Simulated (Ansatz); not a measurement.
NaLaMnMoO6:

```xyz
10
Lattice="-2.7229 2.7229 3.8989 2.7229 -2.7229 3.8989 2.7229 2.7229 -3.8989" Properties=species:S:1:pos:R:3 pbc="T T T"
Na    2.7229    0.0000    1.9494
La    0.0000    2.7229    1.9494
Mn    0.0000    0.0000    3.8989
Mo    0.0000    0.0000    0.0000
O     1.6123    1.1308    0.0001
O     1.5921   -1.1106    3.8988
O     1.1106    1.5921    3.8990
O     1.1308    3.8336   -0.0001
O     0.0000    0.0000    1.9646
O     0.0000    0.0000    5.8332
```

The cell was built by a generator and needn't be a form met in nature.

| Item | Value |
| --- | --- |
| Program | Ansatz 0.2.0 |
| Task | relaxation of cell and atoms |
| Functional | PBEsol |
| Dispersion | D3(BJ) |
| Potentials or basis | Ansatz PAW |
| Cutoff | 420 eV (not typed: the program's choice for these potentials) |
| k mesh | 5 × 5 × 5 |
| Occupations | fermi-dirac, width 0.05 eV |
| Spin | collinear spin, ferromagnetic start |
| Starting moments | [0.0, 0.0, 4.0, 1.0, 0.0, 0.0, 0.0, 0.0, 0.0, 0.0] μB |

At the start: volume 11.56 Å³/atom.

Question: Where does the relaxation end?

Answer: It ends after 13 steps and the volume is 10.89 Å³/atom (-5.9 %); space group I-4 (No. 82, to 0.05 Å); moment 1.24 μB per cell.

The path:
```csv
step,energy change (eV),largest force (eV/Å),volume (Å³)
1,0.0000,0.1688,115.63
2,-0.1877,0.4549,110.41
3,-0.2183,0.1664,109.31
4,-0.2261,0.0502,109.13
5,-0.2285,0.0356,109.16
6,-0.2301,0.0502,109.04
7,-0.2303,0.0145,109.07
8,-0.2301,0.0117,109.11
9,-0.2304,0.0015,109.06
10,-0.2099,0.0016,109.06
11,-0.2107,0.0055,108.92
12,-0.2110,0.0004,108.85
13,-0.2102,0.0005,108.85
```

Final structure:
```yaml
crystal:
  lattice:
    - [-2.66799, 2.66799, 3.82308]
    - [2.66799, -2.66799, 3.82308]
    - [2.66799, 2.66799, -3.82308]
  atoms:
    - { symbol: Na, position: [0.25000, 0.75000, 0.50000] }
    - { symbol: La, position: [0.75000, 0.25000, 0.50000] }
    - { symbol: Mn, position: [0.50000, 0.50000, 0.00000] }
    - { symbol: Mo, position: [0.00000, 0.00000, 0.00000] }
    - { symbol: O, position: [0.21553, 0.29596, 0.50749] }
    - { symbol: O, position: [0.29196, 0.78447, 0.08044] }
    - { symbol: O, position: [0.78848, 0.70804, 0.49251] }
    - { symbol: O, position: [0.70404, 0.21152, 0.91956] }
    - { symbol: O, position: [0.25372, 0.25372, 0.00000] }
    - { symbol: O, position: [0.74628, 0.74628, 0.00000] }
```

Caveat: the plane-wave basis is chosen anew once the cell has moved, so the energies of steps on either side of that aren't comparable; the pressure holds a Pulay correction of +0.7 GPa for the finite cutoff; a cell with one magnetic atom can't hold antiferromagnetic order, which such compounds often take; pairwise dispersion overbinds metals, which lowers pressure and volume; the PAW data sets come from PBE, with cores solved anew for the run's functional, which leaves a small shift of forces and pressure; the starting moments weren't kept.
